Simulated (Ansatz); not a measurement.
# AuBrH2O: one species, many methods

One table from this session's results is given with a row withheld; the runs are named, their logs left out.

Program: Ansatz 0.2.0, Gaussian basis. Level of theory: functionals in def2-TZVPP, the program's frozen cores in correlated methods. These are calculated values, not measurements.

Plan: LDA (SPW92), PBE-D4, revPBE-D4, BLYP-D4, r2SCAN-D4, B97M-V, PBE0-D4, B3LYP-D4, r2SCANh-D4, r2SCAN0-D4, HSE06-D4, BHLYP-D4, CAM-B3LYP-D4, LC-ωPBE, ωB97X-V, ωB97M-V, B2PLYP, PBE-QIDH; CCSD(T)/def2-SVP; CCSD(T)/def2-TZVPP; MP2/def2-QZVPP; extrapolation to the limit; RPA on PBE.

**The relaxed structure**

An earlier PBE0-D4 in a triple-zeta def2 set relaxation fixed the geometry. Au takes the def2 core potential; no spin-orbit term is included.

SMILES `[OH2+][Au-][Br]`, 5 atoms, charge 0, spin multiplicity 1.

Atoms are counted from 1 here; the program's logs count them from 0.

Bond lengths: O1–Au2 2.165 Å, O1–H4 0.963 Å, O1–H5 0.963 Å, Au2–Br3 2.341 Å. Angles: Au2–O1–H4 111.7°, Au2–O1–H5 111.7°, H4–O1–H5 107.0°, O1–Au2–Br3 179.8°.

Set-up of the first run:

Contents of in.yaml:

```yaml
crystal:
  periodic: [false, false, false]
  atoms:
    - {symbol: O, position_ang: [-0.767499, 0.823561, -0.430330]}
    - {symbol: Au, position_ang: [0.756443, -0.410401, 0.488493]}
    - {symbol: Br, position_ang: [2.407266, -1.738220, 1.485138]}
    - {symbol: H, position_ang: [-1.651967, 0.563212, -0.152223]}
    - {symbol: H, position_ang: [-0.744233, 0.761857, -1.391088]}
basis:
  gaussian: {orbitals: def2-TZVPP}
hamiltonian: {xc: lda}
output: {orbitals: {seedname: orbitals}}
```

Among the steps run: LDA; PBE-D4 (GGA); revPBE-D4 (GGA); BLYP-D4 (GGA); r2SCAN-D4 (meta-GGA); B97M-V (meta-GGA); PBE0-D4 (hybrid); B3LYP-D4 (hybrid); r2SCANh-D4 (hybrid); r2SCAN0-D4 (hybrid); HSE06-D4 (hybrid); BHLYP-D4 (hybrid); CAM-B3LYP-D4 (range-separated); LC-ωPBE-D4 (range-separated; the results give it without D4); ωB97X-V (range-separated); ωB97M-V (range-separated); B2PLYP (double hybrid); PBE-QIDH (double hybrid).

One table of the session follows, with a row left open; its other results are not shown here.

It belongs to the step «Orbital energies across the functionals». 

```
  functional  HOMO (eV)  LUMO (eV)  gap (eV)
 LDA (SPW92)      -5.87      -2.79      3.08
      PBE-D4          ?          ?         ?
   revPBE-D4      -5.59      -2.48      3.10
     BLYP-D4      -5.52      -2.56      2.96
   r2SCAN-D4      -5.91      -2.22      3.69
      B97M-V      -5.95      -2.36      3.59
     PBE0-D4      -6.86      -1.68      5.18
    B3LYP-D4      -6.64      -2.02      4.62
  r2SCANh-D4      -6.36      -1.90      4.46
  r2SCAN0-D4      -7.04      -1.44      5.60
    HSE06-D4      -6.46      -2.05      4.41
    BHLYP-D4      -7.92      -0.94      6.98
CAM-B3LYP-D4      -8.15      -0.83      7.32
     LC-ωPBE      -9.41       0.49      9.91
     ωB97X-V      -9.12       0.29      9.41
     ωB97M-V      -9.03      -0.02      9.01
```

**Question.** Estimate the row for PBE-D4.

**Answer.** HOMO (eV): -5.66; LUMO (eV): -2.58; gap (eV): 3.09. In the column «HOMO (eV)» it lies between LDA (SPW92) (-5.87) and revPBE-D4 (-5.59).
